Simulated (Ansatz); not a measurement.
# C₂H₃ClOSi: how energies converge with the basis set

An exercise on one series of results from a longer session: the logs are not shown, and one member is left open.

The runs use Ansatz 0.2.0, Gaussian basis; one geometry, several basis sets.

The runs, in order: PBE0-D4/def2-SVP; ωB97M-V/def2-SVP; PBE0-D4/def2-QZVPP; ωB97M-V/def2-QZVPP; the functionals' def2-TZVPP values are taken from earlier runs.

## The geometry

The geometry comes from an earlier relaxation with PBE0-D4 in a triple-zeta def2 set; it is a stationary point, not always the lowest conformer.

SMILES `ClC1=CO[SiH2]1`, 8 atoms, charge 0, spin multiplicity 1.

Atoms are counted from 1 here; the program's logs count them from 0.

Bond lengths: Cl1–C2 1.697 Å, C2–C3 1.343 Å, C2–Si5 1.842 Å, C3–O4 1.384 Å, C3–H6 1.086 Å, O4–Si5 1.709 Å, Si5–H7 1.481 Å, Si5–H8 1.481 Å. Angles: Cl1–C2–C3 129.7°, Cl1–C2–Si5 145.9°, C3–C2–Si5 84.5°, C2–C3–O4 109.5°, C2–C3–H6 132.9°, O4–C3–H6 117.7°, C3–O4–Si5 88.5°, C2–Si5–O4 77.5°, C2–Si5–H7 119.6°, C2–Si5–H8 119.6°, O4–Si5–H7 112.4°, O4–Si5–H8 112.4°, H7–Si5–H8 110.7°.

As a file:

```xyz
8
charge 0, multiplicity 1
Cl   -0.66956    1.20813    2.20934
C    -0.16278    0.40486    0.80321
C     1.00260   -0.20734    0.53888
O     0.97011   -0.72646   -0.74340
Si   -0.61611   -0.11051   -0.90588
H     1.90738   -0.35540    1.12035
H    -1.62018   -1.18031   -1.10472
H    -0.71935    0.90992   -1.97368
```

Set-up of the first run:

in.yaml

```yaml
crystal:
  periodic: [false, false, false]
  atoms:
    - {symbol: Cl, position_ang: [-0.669561, 1.208132, 2.209337]}
    - {symbol: C, position_ang: [-0.162781, 0.404857, 0.803213]}
    - {symbol: C, position_ang: [1.002602, -0.207336, 0.538880]}
    - {symbol: O, position_ang: [0.970110, -0.726459, -0.743401]}
    - {symbol: Si, position_ang: [-0.616112, -0.110514, -0.905880]}
    - {symbol: H, position_ang: [1.907378, -0.355397, 1.120350]}
    - {symbol: H, position_ang: [-1.620184, -1.180306, -1.104722]}
    - {symbol: H, position_ang: [-0.719352, 0.909922, -1.973678]}
basis:
  gaussian: {orbitals: def2-SVP}
hamiltonian: {xc: pbe0, dispersion: d4}
output: {orbitals: {seedname: orbitals}}
```

On the command line:

```
$ ansatz run in.yaml --threads 2 --pin off --events-out ev --progress --plain --max-ram 4352MiB
```

Among the steps run: PBE0-D4 in def2-SVP; ωB97M-V in def2-SVP; PBE0-D4 in def2-QZVPP; ωB97M-V in def2-QZVPP.

One of the session's tables, all rows but one given; the rest of the session is left out.

It belongs to the step «Functionals by basis». 

| functional | basis | HOMO (eV) |
| --- | --- | --- |
| PBE0-D4 | def2-SVP | ? |
| PBE0-D4 | def2-TZVPP | -6.81 |
| PBE0-D4 | def2-QZVPP | -6.85 |
| ωB97M-V | def2-SVP | -8.84 |
| ωB97M-V | def2-TZVPP | -8.99 |
| ωB97M-V | def2-QZVPP | -9.03 |

Q: Estimate the row for PBE0-D4, def2-SVP from the others.

The run gave: HOMO (eV): -6.70. In the column «HOMO (eV)» it is the highest.
